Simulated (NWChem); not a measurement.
## Plane-wave run on BN (h-BN type)

```yaml
crystal:
  lattice:
    - [2.50399, 0.00000, 0.00000]
    - [-1.25199, 2.16852, 0.00000]
    - [0.00000, 0.00000, 6.66120]
  atoms:
    - { symbol: B, position: [0.33333, 0.66667, 0.25000] }
    - { symbol: B, position: [0.66667, 0.33333, 0.75000] }
    - { symbol: N, position: [0.33333, 0.66667, 0.75000] }
    - { symbol: N, position: [0.66667, 0.33333, 0.25000] }
```

Everything below was run with NWChem. Origin of the cell: lattice set by a structure generator, not relaxed at this level.

Norm-conserving pseudopotentials with valence charges B 3, N 5, fixed occupations, no spin-orbit coupling, density cut at twice the wavefunction cutoff.

The program generates the PBEsol runs' potentials with LDA.

Level: PBEsol, Troullier-Martins, cutoff 40 Ha, density from a 5×5×3 mesh. Bands run along Γ–M–K–Γ–A–L–H–A with k in units of the cell's reciprocal vectors.

Task: Give the band energies at the labelled points, in eV from the valence-band top.

Result: 
```tsv
point	k	band 5	band 6	band 7	band 8	band 9	band 10
Γ	0.000 0.000 0.000	-1.36	-1.36	-1.32	-1.32	5.24	10.18
M	0.500 0.000 0.000	-4.17	-4.11	-1.44	-0.44	4.20	5.56
K	0.333 0.333 0.000	-7.04	-7.04	-0.08	-0.08	4.77	4.77
A	0.000 0.000 0.500	-1.34	-1.34	-1.34	-1.34	7.58	7.58
L	0.500 0.000 0.500	-4.14	-4.14	-0.92	-0.92	4.67	4.67
H	0.333 0.333 0.500	-7.05	-7.05	0.00	0.00	4.56	4.56
```
Bands up to 8 are filled.
